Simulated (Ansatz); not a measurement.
# Si2SF6: small, medium and large basis sets

The task here is to estimate one member of a computed series from the others.

Computed with Ansatz 0.2.0, Gaussian basis. Level: one geometry, several basis sets.

Levels to be run: PBE0-D4/def2-SVP; ωB97M-V/def2-SVP; PBE0-D4/def2-QZVPP; ωB97M-V/def2-QZVPP; the functionals' def2-TZVPP values are taken from earlier runs.

### The geometry

An earlier PBE0-D4 in a triple-zeta def2 set relaxation fixed the geometry.

SMILES `F[Si](F)(F)S[Si](F)(F)F`, 9 atoms, charge 0, spin multiplicity 1.

Atoms are counted from 1 here; the program's logs count them from 0.

Bond lengths: F1–Si2 1.568 Å, Si2–F3 1.570 Å, Si2–F4 1.568 Å, Si2–S5 2.103 Å, S5–Si6 2.103 Å, Si6–F7 1.568 Å, Si6–F8 1.568 Å, Si6–F9 1.570 Å. Angles: F1–Si2–F3 107.9°, F1–Si2–F4 108.0°, F1–Si2–S5 112.4°, F3–Si2–F4 109.3°, F3–Si2–S5 111.8°, F4–Si2–S5 107.3°, Si2–S5–Si6 98.4°, S5–Si6–F7 112.4°, S5–Si6–F8 107.3°, S5–Si6–F9 111.8°, F7–Si6–F8 108.0°, F7–Si6–F9 107.9°, F8–Si6–F9 109.3°.

Set-up of the first run:

Contents of in.yaml:

```yaml
crystal:
  periodic: [false, false, false]
  atoms:
    - {symbol: F, position_ang: [2.057100, -0.767855, 1.093362]}
    - {symbol: Si, position_ang: [1.470126, -0.543568, -0.342893]}
    - {symbol: F, position_ang: [0.547461, -1.768119, -0.682629]}
    - {symbol: F, position_ang: [2.666888, -0.498551, -1.355051]}
    - {symbol: S, position_ang: [0.438591, 1.281031, -0.512019]}
    - {symbol: Si, position_ang: [-1.406509, 0.665151, 0.286810]}
    - {symbol: F, position_ang: [-2.308656, -0.052208, -0.775830]}
    - {symbol: F, position_ang: [-2.158196, 1.952869, 0.772062]}
    - {symbol: F, position_ang: [-1.218306, -0.315149, 1.499188]}
basis:
  gaussian: {orbitals: def2-SVP}
hamiltonian: {xc: pbe0, dispersion: d4}
output: {orbitals: {seedname: orbitals}}
```

Among the steps run: PBE0-D4 in def2-SVP; ωB97M-V in def2-SVP; PBE0-D4 in def2-QZVPP; ωB97M-V in def2-QZVPP.

One table of the session follows, with a row left open; its other results are not shown here.

It belongs to the step «Density functionals: the series». 

| functional | basis | HOMO (eV) | LUMO (eV) |
| --- | --- | --- | --- |
| PBE0-D4 | def2-SVP | ? | ? |
| PBE0-D4 | def2-TZVPP | -9.23 | -0.29 |
| PBE0-D4 | def2-QZVPP | -9.25 | -0.46 |
| ωB97M-V | def2-SVP | -11.36 | 1.97 |
| ωB97M-V | def2-TZVPP | -11.41 | 1.65 |
| ωB97M-V | def2-QZVPP | -11.45 | 1.17 |

Estimate the missing values for PBE0-D4, def2-SVP.

The run gave: HOMO (eV): -9.21; LUMO (eV): 0.00. In the column «HOMO (eV)» it is the highest.
